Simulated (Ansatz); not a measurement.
# CH10N2SiSn: the cost of one run

All numbers below are computed with Ansatz 0.2.0 (RKS LDA/def2-SVP).

### 1 The system as given

Bond lengths: N1–C2 1.474 Å, C2–N3 1.461 Å, C2–Sn4 2.084 Å, Sn4–Si5 2.529 Å, N1–H6 1.121 Å, N1–H7 1.031 Å, C2–H8 1.108 Å, N3–H9 1.034 Å, N3–H10 1.095 Å, Sn4–H11 1.720 Å, Sn4–H12 1.801 Å, Si5–H13 1.451 Å, Si5–H14 1.473 Å, Si5–H15 1.484 Å. Angles (14 of 24 angles, heavy atoms first): N1–C2–N3 112.7°, N1–C2–Sn4 110.1°, N3–C2–Sn4 109.3°, C2–Sn4–Si5 110.6°, N1–C2–H8 104.5°, N3–C2–H8 110.3°, Sn4–C2–H8 109.7°, C2–N1–H6 105.2°, C2–N1–H7 111.2°, C2–N3–H9 112.6°, C2–N3–H10 107.7°, C2–Sn4–H11 112.8°, C2–Sn4–H12 108.9°, Si5–Sn4–H11 109.1°.

As a file:

```xyz
15

N     1.9754   -0.1602   -0.1606
C     0.9202   -0.7804    0.6600
N     0.5707    0.0237    1.8290
Sn   -0.7862   -1.1025   -0.4915
Si   -1.7724    1.0967   -1.2571
H     1.5759    0.8494   -0.4390
H     2.8229    0.0204    0.3974
H     1.3480   -1.7522    0.9751
H     0.2839    0.9851    1.5782
H     1.4788    0.1565    2.4264
H    -0.4866   -2.0933   -1.8651
H    -2.0280   -1.9226    0.5224
H    -0.8170    1.8162   -2.0793
H    -3.0228    0.9015   -2.0102
H    -2.0848    1.9109   -0.0563
```

### 2 End point A

The input, input.yaml:

```yaml
crystal:
  periodic: [false, false, false]
  atoms:
    - { symbol: "N", position_ang: [1.9754, -0.1602, -0.1606] }
    - { symbol: C, position_ang: [0.9202, -0.7804, 0.66] }
    - { symbol: "N", position_ang: [0.5707, 0.0237, 1.829] }
    - { symbol: Sn, position_ang: [-0.7862, -1.1025, -0.4915] }
    - { symbol: Si, position_ang: [-1.7724, 1.0967, -1.2571] }
    - { symbol: H, position_ang: [1.5759, 0.8494, -0.439] }
    - { symbol: H, position_ang: [2.8229, 0.0204, 0.3974] }
    - { symbol: H, position_ang: [1.348, -1.7522, 0.9751] }
    - { symbol: H, position_ang: [0.2839, 0.9851, 1.5782] }
    - { symbol: H, position_ang: [1.4788, 0.1565, 2.4264] }
    - { symbol: H, position_ang: [-0.4866, -2.0933, -1.8651] }
    - { symbol: H, position_ang: [-2.028, -1.9226, 0.5224] }
    - { symbol: H, position_ang: [-0.817, 1.8162, -2.0793] }
    - { symbol: H, position_ang: [-3.0228, 0.9015, -2.0102] }
    - { symbol: H, position_ang: [-2.0848, 1.9109, -0.0563] }
basis:
  gaussian: { orbitals: def2-SVP }
hamiltonian:
  xc: lda
relax:
  f_tol: 0.015
  max_steps: 40
```

Launch:

```bash
$ ansatz run input.yaml --threads 2 --pin off --max-ram 3072MiB --backend cpu --events-out ev --progress --plain --runs-dir out
```

What time and memory should one allow on 2 threads of Arm Neoverse V2, shared host?

About 19 s, with a peak of 0.18 GiB.
